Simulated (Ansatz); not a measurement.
# CH₃Ga (quintet): from Hartree-Fock to the top rungs, cc-pVTZ

An exercise on one series of results from a longer session: the logs are not shown, and one member is left open.

Computed with Ansatz 0.2.0, Gaussian basis. Level: cc-pVTZ, core rule «outside noble gas», up to 15 orbitals frozen.

The runs, in order: UHF; CCSD(T) on ROHF; CCSD(T) on UHF; BCCD(T) on ROHF; CCSDT(Q) on ROHF; CCSDT(Q) on UHF; CASSCF and NEVPT2, 10 electrons in 11 orbitals.

7 further runs of the same task are left out: 1 for a known fault of the program, 6 set aside as unsound or not needed.

### What is computed

The geometry is a PBE0/def2-TZVP stationary point (not a proven minimum) of the parent state, kept for this charge and spin. No spin-orbit coupling is included. The filled d shell of Ga may be among the frozen orbitals whatever the setting's name suggests; the logs give the count.

5 atoms, charge 0, spin multiplicity 5.

Atoms are counted from 1 here; the program's logs count them from 0.

Bond lengths: C1–Ga2 1.914 Å, C1–H3 1.085 Å, Ga2–H4 1.568 Å, Ga2–H5 1.562 Å. Angles: Ga2–C1–H3 154.1°, C1–Ga2–H4 118.8°, C1–Ga2–H5 118.2°, H4–Ga2–H5 123.0°.

The first run:

in.yaml

```yaml
crystal:
  periodic: [false, false, false]
  atoms:
    - {symbol: C, position_ang: [0.000000, -0.088918, 1.623428]}
    - {symbol: Ga, position_ang: [0.000000, 0.009148, -0.287682]}
    - {symbol: H, position_ang: [0.000000, 0.334283, 2.622499]}
    - {symbol: H, position_ang: [0.000000, 1.420032, -0.970828]}
    - {symbol: H, position_ang: [0.000000, -1.327540, -1.096565]}
basis:
  gaussian: {orbitals: cc-pVTZ}
magnetization: {spin_polarized: true, initial_magnetization: 4}
hamiltonian: {xc: hf}
output: {orbitals: {seedname: orbitals}}
```

Launch:

```sh
> ansatz run in.yaml --threads 1 --pin off --events-out ev --progress --plain --max-ram 2816MiB --backend cpu
```

Steps of the session up to this table: UHF; CCSD(T) on ROHF; CCSD(T) on UHF; BCCD(T) on ROHF; CCSDT(Q) on ROHF; CCSDT(Q) on UHF; CASSCF and NEVPT2, 10 electrons in 11 orbitals.

One table of the session follows, with a row left open; its other results are not shown here.

```
        method  from UCCSDT(Q) (kcal/mol)
          RMP2                     +27.37
          UMP2                     +29.11
         RCCSD                      +6.67
         UCCSD                          ?
      RCCSD(T)                      +1.41
      UCCSD(T)                      +1.13
       BCCD(T)                      +1.42
        RCCSDT                      +0.53
        UCCSDT                      +0.23
     RCCSDT(Q)                      +0.29
     UCCSDT(Q)                          0
CASSCF valence                     +98.34
NEVPT2 valence                     +23.15
```

Q: Estimate the row for UCCSD from the others.

The run gave: from UCCSDT(Q) (kcal/mol): +6.12. In the column «from UCCSDT(Q) (kcal/mol)» it lies between BCCD(T) (+1.42) and RCCSD (+6.67).

Left out of the table: ROHF, UHF (another determinant or state than the rows shown).

To keep in mind: Restricted and unrestricted rows rest on different reference determinants; where their highest levels disagree by more than a few hundredths of an eV, they describe different states and don't form one ladder.
